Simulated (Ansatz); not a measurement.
Geometry optimisation, DFT PBE-D3(BJ), scalar-relativistic, plane waves, PAW (Ansatz 0.2.0).

Input file:

```yaml
crystal:
  lattice:
    - [-2.29, -3.966396, 0.0]
    - [3.435, -1.983198, 0.0]
    - [0.0, 0.0, 7.17686]
  atoms:
    - { symbol: Be, position: [0.75, 0.5, 0.0] }
    - { symbol: Be, position: [0.5, 0.3333333, 0.25] }
    - { symbol: Be, position: [0.75, 0.5, 0.5] }
    - { symbol: Be, position: [0.5, 0.3333333, 0.75] }
    - { symbol: Be, position: [0.5, 0.0, 0.0] }
    - { symbol: Be, position: [0.25, 0.8333333, 0.25] }
    - { symbol: Be, position: [0.5, 0.0, 0.5] }
    - { symbol: Be, position: [0.25, 0.8333333, 0.75] }
    - { symbol: Be, position: [0.25, 0.5, 0.0] }
    - { symbol: Be, position: [0.0, 0.3333333, 0.25] }
    - { symbol: Be, position: [0.25, 0.5, 0.5] }
    - { symbol: Be, position: [0.0, 0.3333333, 0.75] }
    - { symbol: Be, position: [0.0, 0.0, 0.0] }
    - { symbol: Be, position: [0.75, 0.8333333, 0.25] }
    - { symbol: Be, position: [0.0, 0.0, 0.5] }
    - { symbol: Be, position: [0.75, 0.8333333, 0.75] }
    - { symbol: H, position: [0.2481785, 0.1614061, 0.6295348] }
basis:
  ecutwfc: 420.0
kpoints:
  mp_grid: { grid: [5, 6, 4] }
hamiltonian:
  xc: pbe
  dispersion: d3bj
scf:
  occupations: { method: gaussian, width: 0.1 }
  lower_state_search: "off"
relax:
  f_tol: 0.03
  max_steps: 60
  adjacent_minimum: "off"
output:
  write_density: true
  write_potential: true
  elf: true
  volumetric_format: npy
```

Run as:

```bash
$ ansatz run input.yaml --threads 2 --pin off --max-ram 5120MiB --backend cpu --events-out ev --progress --plain --runs-dir out
```

Task: Where does it end, and by what steps?

Result: The run converged. Limits of this set-up: coarse k mesh, odd electron count without spin. After 3 steps the energy has fallen by 0.081 eV; Be12 moved furthest, 0.05 Å.

```csv
step,energy less start (eV),largest force component (eV/Å),accepted
0,0.0000,0.511,yes
1,-0.0623,0.233,yes
2,-0.0808,0.046,yes
3,-0.0813,0.005,yes
```

```xyz
17
Lattice="-2.2900 -3.9664 0.0000 3.4350 -1.9832 0.0000 0.0000 0.0000 7.1769" Properties=species:S:1:pos:R:3
Be 0.006 -3.969 0.023
Be 0.000 -2.651 1.802
Be 0.007 -3.970 3.590
Be -0.002 -2.682 5.407
Be -1.152 -1.985 -0.003
Be 2.303 -2.652 1.782
Be -1.179 -2.002 3.567
Be 2.258 -2.626 5.406
Be 1.130 -1.974 0.016
Be 1.151 -0.657 1.802
Be 1.175 -2.000 3.569
Be 1.178 -0.640 5.407
Be -0.001 0.008 -0.003
Be 1.138 -4.623 1.775
Be 0.000 0.040 3.567
Be 1.137 -4.622 5.385
H -0.001 -1.319 4.487
```

Whether the end is a true minimum wasn't checked by a vibrational analysis.

The run took 3 min on 2 threads of Intel(R) Xeon(R) Processor @ 2.50GHz (Skylake/Cascade Lake) (shared host), peak memory 0.55 GiB.
